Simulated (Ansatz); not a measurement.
**BrFH₄O₂Si₂: geometry optimisation**

Aim: relax BrFH₄O₂Si₂ from a cheap starting geometry.

Method: RKS PBE0-D4/def2-TZVP; program: Ansatz 0.2.0, Gaussian basis.

The runs, in order: relaxation at PBE0-D4/def2-TZVP.

1 further run of the same task is left out (set aside as unsound or not needed).

### Step 1. Where the work starts

SMILES `O[Si](F)(Br)O[SiH3]`, 10 atoms, charge 0, spin multiplicity 1.

Atoms are counted from 1 here; the program's logs count them from 0.

Bond lengths: O1–Si2 1.599 Å, O1–H7 0.952 Å, Si2–F3 1.598 Å, Si2–Br4 2.159 Å, Si2–O5 1.594 Å, O5–Si6 1.638 Å, Si6–H8 1.459 Å, Si6–H9 1.459 Å, Si6–H10 1.457 Å. Angles: Si2–O1–H7 123.1°, O1–Si2–F3 110.4°, O1–Si2–Br4 105.9°, O1–Si2–O5 113.3°, F3–Si2–Br4 108.0°, F3–Si2–O5 107.5°, Br4–Si2–O5 111.6°, Si2–O5–Si6 147.5°, O5–Si6–H8 106.9°, O5–Si6–H9 106.3°, O5–Si6–H10 100.6°, H8–Si6–H9 112.3°, H8–Si6–H10 114.4°, H9–Si6–H10 114.8°.

Coordinates:

```mol
BrFH4O2Si2
  3D, bonds by distance, orders not assigned

 10  9  0  0  0  0  0  0  0  0999 V2000
   -1.0559   -1.0748   -1.9967 O   0  0
   -1.0317   -0.2793   -0.6103 Si  0  0
   -1.7792    1.1250   -0.7621 F   0  0
   -2.1532   -1.4865    0.7850 Br  0  0
    0.4408    0.0159   -0.0772 O   0  0
    1.3850    0.5289    1.1591 Si  0  0
   -0.6268   -0.7587   -2.7852 H   0  0
    0.9024    1.8527    1.5393 H   0  0
    1.2255   -0.4483    2.2305 H   0  0
    2.6931    0.5253    0.5175 H   0  0
  1  2  8  0
  2  3  8  0
  2  4  8  0
  2  5  8  0
  5  6  8  0
  1  7  8  0
  6  8  8  0
  6  9  8  0
  6 10  8  0
M  END
```

The start is a GFN2-xTB geometry.

### Step 2. Geometry optimisation, PBE0-D4/def2-TZVP

Contents of in.yaml:

```yaml
crystal:
  periodic: [false, false, false]
  atoms:
    - {symbol: O, position_ang: [-1.055890, -1.074830, -1.996720]}
    - {symbol: Si, position_ang: [-1.031690, -0.279340, -0.610280]}
    - {symbol: F, position_ang: [-1.779230, 1.125030, -0.762070]}
    - {symbol: Br, position_ang: [-2.153180, -1.486530, 0.785040]}
    - {symbol: O, position_ang: [0.440780, 0.015880, -0.077170]}
    - {symbol: Si, position_ang: [1.384980, 0.528880, 1.159120]}
    - {symbol: H, position_ang: [-0.626790, -0.758740, -2.785240]}
    - {symbol: H, position_ang: [0.902380, 1.852730, 1.539330]}
    - {symbol: H, position_ang: [1.225530, -0.448340, 2.230490]}
    - {symbol: H, position_ang: [2.693120, 0.525260, 0.517510]}
basis:
  gaussian: {orbitals: def2-TZVP}
hamiltonian: {xc: pbe0, dispersion: d4}
relax: {f_tol: 0.005, max_steps: 150}
```

Started as:

```
$ ansatz run in.yaml --threads 2 --pin off --events-out ev --progress --plain --max-ram 32768MiB --backend cuda --devices 0, --max-vram 18GiB
```

**Question.** What will the summary of the whole plan be? Wanted: point group; shift from the start; total energy; dispersion term; dipole moment.

The runs gave:

```
                  quantity           value
               point group              C1
                     steps              21
shift from the start (rms)         0.122 Å
              total energy  -92666.9799 eV
           dispersion term        -257 meV
             dipole moment          2.34 D
```

What this shows: The atoms moved 0.12 Å (rms) from the start; the bond that changed most is Si2–Br4, from 2.159 to 2.188 Å. No vibrations were run, so it is not proven to be a minimum. The largest Mulliken charge, +0.74 e, sits on Si2.
